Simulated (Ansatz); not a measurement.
# TiW3: the cost of one run

Program: Ansatz 0.2.0. Level of theory: DFT PBE, scalar-relativistic, plane waves, PAW. These are calculated values, not measurements.

## Step 1: The starting structure

Symmetry: Im-3m, No. 229, cubic system. The conventional cell has a = 5.436 Å, b = 5.436 Å, c = 5.436 Å, α = 90.00°, β = 90.00°, γ = 90.00°. Ti (site symmetry m-3m) has 6 W at 2.72 Å in its first shell of neighbours. Around W (site symmetry 4/mmm) lie 2 Ti at 2.72 Å and 4 W at 2.72 Å.

Coordinates:

```cif
data_structure
_symmetry_space_group_name_H-M 'Im-3m'
_symmetry_Int_Tables_number 229
_cell_length_a 5.4360
_cell_length_b 5.4360
_cell_length_c 5.4360
_cell_angle_alpha 90.000
_cell_angle_beta 90.000
_cell_angle_gamma 90.000
_cell_volume 160.63
loop_
_atom_site_label
_atom_site_type_symbol
_atom_site_symmetry_multiplicity
_atom_site_Wyckoff_symbol
_atom_site_fract_x
_atom_site_fract_y
_atom_site_fract_z
_atom_site_occupancy
Ti1 Ti 2 a 0.00000 0.00000 0.00000 1
W1 W 6 b 0.50000 0.00000 0.00000 1
```

The cell is invented: random cell by space group and Wyckoff sites (Im-3m, No. 229). Its size is a rough estimate.

## Step 2: Probe: one point on a coarse mesh

input.yaml reads:

```yaml
crystal:
  lattice:
    - [-2.7179982, 2.7179982, 2.7179982]
    - [2.7179982, -2.7179982, 2.7179982]
    - [2.7179982, 2.7179982, -2.7179982]
  atoms:
    - { symbol: Ti, position: [0.0, 0.0, 0.0] }
    - { symbol: W, position: [0.0, 0.5, 0.5] }
    - { symbol: W, position: [0.5, 0.0, 0.5] }
    - { symbol: W, position: [0.5, 0.5, 0.0] }
basis:
  ecutwfc: 420
kpoints:
  mp_grid: { grid: [4, 4, 4] }
hamiltonian:
  xc: pbe
scf:
  occupations: { method: gaussian, width: 0.1 }
  lower_state_search: "off"
output:
  forces: true
  stress: true
  eigenvalues: true
```

The run is started by

```
> ansatz run input.yaml --threads 1 --pin off --max-ram 2560MiB --backend cpu --events-out ev --progress --plain --runs-dir out
```

Q: Estimate wall time and peak memory on 1 thread of Arm Neoverse V1, shared host.

About 1.5 s, with a peak of 0.32 GiB.
